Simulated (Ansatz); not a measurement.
# CH5B2NO: one species, many methods

One table from this session's results is given with a row withheld; the runs are named, their logs left out.

The runs use Ansatz 0.2.0, Gaussian basis; functionals in def2-TZVPP, the program's frozen cores in correlated methods.

Plan: LDA (SPW92), PBE-D4, revPBE-D4, BLYP-D4, r2SCAN-D4, B97M-V, PBE0-D4, B3LYP-D4, r2SCANh-D4, r2SCAN0-D4, HSE06-D4, BHLYP-D4, CAM-B3LYP-D4, LC-ωPBE, ωB97X-V, ωB97M-V, B2PLYP, PBE-QIDH; CCSD(T)/def2-SVP; CCSD(T)/def2-TZVPP; MP2/def2-QZVPP; extrapolation to the limit; RPA on PBE.

## The geometry

An earlier PBE0-D4 in a triple-zeta def2 set relaxation fixed the geometry.

10 atoms, charge 0, spin multiplicity 1.

Atoms are counted from 1 here; the program's logs count them from 0.

Bond lengths: B1–C2 1.530 Å, B1–B4 1.719 Å, B1–H6 1.219 Å, B1–H7 1.194 Å, C2–N3 1.326 Å, C2–O5 1.367 Å, N3–H8 1.004 Å, N3–H9 1.007 Å, B4–O5 1.408 Å, B4–H10 1.192 Å. Angles: C2–B1–B4 68.0°, C2–B1–H6 107.5°, C2–B1–H7 125.3°, B4–B1–H6 86.0°, B4–B1–H7 135.7°, H6–B1–H7 120.3°, B1–C2–N3 135.7°, B1–C2–O5 105.5°, N3–C2–O5 115.4°, C2–N3–H8 119.3°, C2–N3–H9 121.2°, H8–N3–H9 119.3°, B1–B4–O5 94.7°, B1–B4–H10 144.3°, O5–B4–H10 121.0°, C2–O5–B4 82.1°.

The first run:

Contents of in.yaml:

```yaml
crystal:
  periodic: [false, false, false]
  atoms:
    - {symbol: B, position_ang: [-0.691387, 0.435105, 0.873962]}
    - {symbol: C, position_ang: [-0.149709, -0.362866, -0.314069]}
    - {symbol: N, position_ang: [0.372426, -1.568993, -0.487267]}
    - {symbol: B, position_ang: [0.360309, 1.375691, -0.107214]}
    - {symbol: O, position_ang: [0.204437, 0.568787, -1.250254]}
    - {symbol: H, position_ang: [-1.582656, 1.154032, 0.457223]}
    - {symbol: H, position_ang: [-0.697288, 0.063732, 2.008623]}
    - {symbol: H, position_ang: [0.175701, -2.290585, 0.181890]}
    - {symbol: H, position_ang: [1.016303, -1.755264, -1.238497]}
    - {symbol: H, position_ang: [1.075063, 2.329159, -0.121496]}
basis:
  gaussian: {orbitals: def2-TZVPP}
hamiltonian: {xc: lda}
output: {orbitals: {seedname: orbitals}}
```

Launch:

```sh
$ ansatz run in.yaml --threads 2 --pin off --events-out ev --progress --plain --max-ram 4352MiB
```

Steps of the session up to this table: LDA; PBE-D4 (GGA); revPBE-D4 (GGA); BLYP-D4 (GGA); r2SCAN-D4 (meta-GGA); B97M-V (meta-GGA); B3LYP-D4 (hybrid); r2SCANh-D4 (hybrid); r2SCAN0-D4 (hybrid); HSE06-D4 (hybrid); BHLYP-D4 (hybrid); CAM-B3LYP-D4 (range-separated); LC-ωPBE (range-separated); ωB97X-V (range-separated); ωB97M-V (range-separated); B2PLYP (double hybrid); PBE-QIDH (double hybrid).

One of the session's tables, all rows but one given; the rest of the session is left out.

It belongs to the step «Orbital energies across the functionals». 

| functional | HOMO (eV) | gap (eV) |
| --- | --- | --- |
| LDA (SPW92) | -5.87 | 4.27 |
| PBE-D4 | -5.72 | 4.36 |
| revPBE-D4 | -5.66 | 4.39 |
| BLYP-D4 | -5.60 | 4.37 |
| r2SCAN-D4 | -5.92 | 4.83 |
| B97M-V | -6.01 | 4.90 |
| PBE0-D4 | ? | ? |
| B3LYP-D4 | -6.65 | 6.04 |
| r2SCANh-D4 | -6.34 | 5.60 |
| r2SCAN0-D4 | -6.98 | 6.76 |
| HSE06-D4 | -6.44 | 5.68 |
| BHLYP-D4 | -7.87 | 8.56 |
| CAM-B3LYP-D4 | -8.15 | 8.91 |
| LC-ωPBE | -9.44 | 11.35 |
| ωB97X-V | -9.10 | 10.96 |
| ωB97M-V | -8.98 | 10.58 |

**Question.** Estimate the row for PBE0-D4.

As computed: HOMO (eV): -6.84; gap (eV): 6.46. In the column «HOMO (eV)» it lies between r2SCAN0-D4 (-6.98) and B3LYP-D4 (-6.65).
